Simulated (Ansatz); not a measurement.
# NiCl3 (ReO3 type): equation of state and elastic constants

Aim: the bulk modulus of NiCl3 (ReO3 type) from energies at several volumes around the relaxed one, then the elastic tensor. The cell was built by placing the elements on the sites of a structure type; the runs don't test whether it is the stable form.

Computed with Ansatz 0.2.0 (DFT PBEsol, scalar-relativistic, plane waves, PAW, unless a step's input says otherwise).

## (1) The starting structure

The structure is cubic, space group Pm-3m (No. 221). The conventional cell has a = 4.519 Å, b = 4.519 Å, c = 4.519 Å, α = 90.00°, β = 90.00°, γ = 90.00°. Around Ni (site symmetry m-3m) lie 6 Cl at 2.26 Å. Around Cl (site symmetry 4/mmm) lie 2 Ni at 2.26 Å.

As a file:

```
CELL_PARAMETERS angstrom
4.51950 0.00000 0.00000
0.00000 4.51950 0.00000
0.00000 0.00000 4.51950
ATOMIC_POSITIONS crystal
Ni 0.00000 0.00000 0.00000
Cl 0.50000 0.00000 0.00000
Cl 0.00000 0.00000 0.50000
Cl 0.00000 0.50000 0.00000
```

An earlier run at PBEsol left this cell at 23.079 Å³/atom and -0.01 GPa (6×6×6 mesh).

Volume factors to run: 0.980, 1.020, 0.960, 1.040.

## (2) Scaling the volume by 0.980

input.yaml reads:

```yaml
crystal:
  lattice:
    - [4.4891626581, 0.0, 0.0]
    - [0.0, 4.4891626581, 0.0]
    - [0.0, 0.0, 4.4891626581]
  atoms:
    - { symbol: Ni, position: [0.0, 0.0, 0.0], spin: 0.08 }
    - { symbol: Cl, position: [0.5, 0.0, 0.0] }
    - { symbol: Cl, position: [0.0, 0.0, 0.5] }
    - { symbol: Cl, position: [0.0, 0.5, 0.0] }
basis:
  ecutwfc: 420
  ecutrho_ratio: 4
kpoints:
  mp_grid: { grid: [6, 6, 6] }
hamiltonian:
  xc: pbesol
scf:
  occupations: { method: gaussian, width: 0.05 }
output:
  forces: true
  stress: true
  eigenvalues: true
  populations: true
magnetization:
  spin_polarized: true
```

The runs that follow: At 1.020 of the relaxed volume; At 0.960 of the relaxed volume; Scaling the volume by 1.040; Elastic constants, atoms relaxed.

**Question.** What will these runs give? Wanted: V0; B0; B0′; scatter of the fit; C11, C12, C44; K, G, E; Poisson's ratio.

As calculated:

| quantity | value |
| --- | --- |
| V0 | 23.070 Å³/atom |
| B0 | 57 GPa |
| B0′ | 4.7 |
| scatter of the fit | 0.001 meV/atom |
| C11, C12, C44 | 107, 32, 10 GPa |
| K, G, E (Hill) | 57, 18, 48 GPa |
| Poisson's ratio | 0.36 |

A third-order Birch–Murnaghan fit puts the minimum at 23.07 Å³/atom with a bulk modulus of 57 GPa. One per cent of compression takes about 0.57 GPa. The moment on atom 1 grows from 0.05 to 0.13 μB on expansion. All eigenvalues of the tensor are positive, so the cell is mechanically stable. K/G = 3.23 lies over Pugh's 1.75, an empirical mark of ductile behaviour drawn from metals, and the universal anisotropy index of 2.42 is large. The tensor's bulk modulus (Hill average) differs from the fitted one by -1 %. These are values at 0 K without zero-point motion.
